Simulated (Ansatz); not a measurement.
# HfF radical: geometry and frequencies at several levels, part 2 of 2

The task, for HfF radical: geometry and frequencies at several levels. Spin multiplicity 2.

Ansatz 0.2.0, Gaussian bases. Earlier steps stand in the parts before.

### Step 10. Frequencies, B3LYP-D4/def2-TZVPP

Input file input.yaml:

```yaml
crystal:
  periodic: [false, false, false]
  atoms:
    - { symbol: F, position_ang: [0.0, 0.0, 0.18301128] }
    - { symbol: Hf, position_ang: [0.0, 0.0, 2.05201872] }
magnetization:
  spin_polarized: true
  initial_magnetization: 1
basis:
  gaussian: { orbitals: def2-TZVPP }
hamiltonian:
  xc: { name: B3LYP }
  dispersion: d4
phonons: {}
```

Run with:

```
$ ansatz run input.yaml --threads 2 --pin off --max-ram 5120MiB --backend cpu --events-out ev --progress --plain --runs-dir out
```

What it wrote, cut to the lines that bear on the results:

```text
Warning: RAYON_NUM_THREADS=2 ignored (pool sized by the plan → 2); use --threads N
[...]
Functional definition: B3LYP
[...]
529 factors; their error is unknown
[...]
mean field -4024.55903496 eV, -147.8998165905 hartree, gradient 1.6e-5 eV, S^2 0.768075; 4 other end points of the search recorded, 0 dependent functions left out
[...]
reference -4024.55921177 eV, -147.8998230883 hartree; 11, 10 occupied and 76, 77 virtual orbitals, 529 factors
[...]
529 factors; their error is unknown
mean field -4024.55903496 eV, -147.8998165908 hartree, gradient 2.4e-6 eV, S^2 0.768075; 0 other end points of the search recorded, 0 dependent functions left out
[...]
reference -4024.55921178 eV, -147.8998230886 hartree; 11, 10 occupied and 76, 77 virtual orbitals, 529 factors
[...]
529 factors; their error is unknown
[...]
reference -4024.55921178 eV, -147.8998230886 hartree; 11, 10 occupied and 76, 77 virtual orbitals, 529 factors
[...]
529 factors; their error is unknown
mean field -4024.55895989 eV, -147.8998138318 hartree, gradient 2.5e-6 eV, S^2 0.768206; 0 other end points of the search recorded, 0 dependent functions left out
[...]
reference -4024.55913675 eV, -147.8998203315 hartree; 11, 10 occupied and 76, 77 virtual orbitals, 529 factors
[...]
529 factors; their error is unknown
[...]
mean field -4024.55893618 eV, -147.8998129606 hartree, gradient 2.9e-6 eV, S^2 0.767945; 0 other end points of the search recorded, 0 dependent functions left out
[...]
reference -4024.55911294 eV, -147.8998194565 hartree; 11, 10 occupied and 76, 77 virtual orbitals, 529 factors
Total energy: -4024.60318931 eV, -147.9014392329 hartree
Atom 0 at     0.000000     0.000000     0.183011 Å, force     0.000000    -0.000000    -0.000855 eV/Å
Atom 1 at     0.000000     0.000000     2.052019 Å, force    -0.000000     0.000000     0.000855 eV/Å
Dipole moment:     0.000000    -0.000000     0.395188 e Å
Vibrations: 663.68 cm⁻¹, zero-point energy 0.041143 eV
```

Run time: 16 s. Hardware: 2 threads of Arm Neoverse V1, shared host; peak memory 0.16 GiB.

Harmonic frequencies (cm⁻¹; negative: imaginary): 664.

### Step 11. Relaxation, B2PLYP/def2-TZVPP

Input file input.yaml:

```yaml
crystal:
  periodic: [false, false, false]
  atoms:
    - { symbol: F, position_ang: [0.0, 0.0, 0.18916063] }
    - { symbol: Hf, position_ang: [0.0, 0.0, 2.04586937] }
magnetization:
  spin_polarized: true
  initial_magnetization: 1
basis:
  gaussian: { orbitals: def2-TZVPP }
hamiltonian:
  xc: { name: B2PLYP }
relax:
  f_tol: 0.002
  max_steps: 150
```

Run with:

```
$ ansatz run input.yaml --threads 2 --pin off --max-ram 5120MiB --backend cpu --events-out ev --progress --plain --runs-dir out
```

What it wrote, cut to the lines that bear on the results:

```text
Warning: RAYON_NUM_THREADS=2 ignored (pool sized by the plan → 2); use --threads N
[...]
Functional definition: B2PLYP
[...]
623 factors; integrals over basis functions are off by at most 4.8e-4 eV
[...]
mean field -4015.16368401 eV, -147.5545438117 hartree, gradient 5.9e-6 eV, S^2 0.792143; 6 other end points of the search recorded, 0 dependent functions left out
1 core orbitals not correlated: weight in the atoms' cores, before any rotation towards them, 1.000 or more for the frozen orbitals, at most 0.000 for the correlated occupied ones
reference -4015.16379502 eV, -147.5545478913 hartree; 10, 9 occupied and 76, 77 virtual orbitals, 623 factors
second order -17.10513210 eV of doubles, -0.00000000 eV of singles
[...]
relax step   1: F+E_penalty+E_count = -4019.78206968 eV  Δ(F+E_penalty+E_count) = +0.000e0 eV  max|allowed force component| = 3.379e-1 eV/Å  Δτ_max = 0.0000 Å  (160 SCF iters, accepted)
[...]
relax step   3: F+E_penalty+E_count = -4019.78401513 eV  Δ(F+E_penalty+E_count) = -6.270e-5 eV  max|allowed force component| = 7.070e-4 eV/Å  Δτ_max = 0.0010 Å  (79 SCF iters, accepted)
623 factors; integrals over basis functions are off by at most 4.6e-4 eV
[...]
mean field -4015.16694570 eV, -147.5546636767 hartree, gradient 3.7e-6 eV, S^2 0.793746; 7 other end points of the search recorded, 0 dependent functions left out
1 core orbitals not correlated: weight in the atoms' cores, before any rotation towards them, 1.000 or more for the frozen orbitals, at most 0.000 for the correlated occupied ones
reference -4015.16705682 eV, -147.5546677600 hartree; 10, 9 occupied and 76, 77 virtual orbitals, 623 factors
second order -17.10025715 eV of doubles, -0.00000000 eV of singles
[...]
Total energy: -4019.78412625 eV, -147.7243419320 hartree
Atom 0 at     0.000000    -0.000000     0.183358 Å, force    -0.000000    -0.000000    -0.000707 eV/Å
Atom 1 at    -0.000000     0.000000     2.051672 Å, force     0.000000     0.000000     0.000707 eV/Å
Dipole moment:     0.000000    -0.000000     0.398293 e Å
```

Wall time 27 s (2 threads of Arm Neoverse V1, shared host); peak memory 0.24 GiB.

Step by step:

| step | energy from step 1 (eV) | largest force component (eV/Å) |
| --- | --- | --- |
| 1 | 0.0000 | 0.3379 |
| 2 | -0.0019 | 0.0597 |
| 3 | -0.0019 | 0.0007 |

Step 1 is the start.

Before: Bond lengths: F1–Hf2 1.857 Å.

After: Bond lengths: F1–Hf2 1.868 Å.

### Step 12. Geometries side by side

```
               level  F1–Hf2 (Å)  rotational constants (MHz)  dipole (D)  highest frequency (cm⁻¹)  CPU time
  PBE0-D4/def2-TZVPP      1.8567                        8531        1.66                       676      19 s
   PBE-D4/def2-TZVPP      1.8637                      8467.3        1.57                       663      34 s
r2SCAN-D4/def2-TZVPP      1.8614                      8488.3        1.58                       672   2.5 min
 B3LYP-D4/def2-TZVPP      1.8690                      8419.1        1.90                       664      15 s
   B2PLYP/def2-TZVPP      1.8683                      8425.4        1.91                         -      53 s
```

Constants are for the commonest isotopes at the equilibrium geometry; times are CPU times of the relaxations.

### Step 13. Results

This closing draws on all 2 parts.

```
                          quantity     value
       F1–Hf2 at B2PLYP/def2-TZVPP   1.868 Å
frequencies at B3LYP-D4/def2-TZVPP  664 cm⁻¹
```

What this shows: The F–Hf distance spreads over 0.012 Å, from PBE0-D4/def2-TZVPP (shortest) to B3LYP-D4/def2-TZVPP. The geometry at B2PLYP/def2-TZVPP gives a rotational constant B of 0.28104 cm⁻¹ for the commonest isotopes; measured is 0.28364 cm⁻¹ (10 K; “REMPI Spectroscopy of HfF”, 2012, arxiv:1206.4808), a miss of -0.9 %. The misses by level: PBE0-D4/def2-TZVPP +0.3 % (19 s); PBE-D4/def2-TZVPP -0.4 % (34 s); r2SCAN-D4/def2-TZVPP -0.2 % (2.5 min); B3LYP-D4/def2-TZVPP -1.0 % (15 s); B2PLYP/def2-TZVPP -0.9 % (53 s). Against the measured dipole moment of FHf, 1.66 D (Liu, Meijer, Perez-Rios, Phys. Chem. Chem. Phys. 22 (2020) 24191), the calculated 1.91 D is off by +15.2 %. That is B2PLYP/def2-TZVPP. No mode is imaginary, so the geometry is a minimum. A measured frequency of FHf is 668.641 cm⁻¹ (“Near-infrared LIF spectroscopy of HfF”, 2012, arxiv:1201.6647); the calculated 664 cm⁻¹ misses it by -0.7 %. The calculated value is harmonic. <S²> exceeds the pure value by up to 0.18: some mean fields break spin symmetry, which blurs their results. Heavy atoms carry effective core potentials in def2 sets, and spin-orbit coupling is left out.
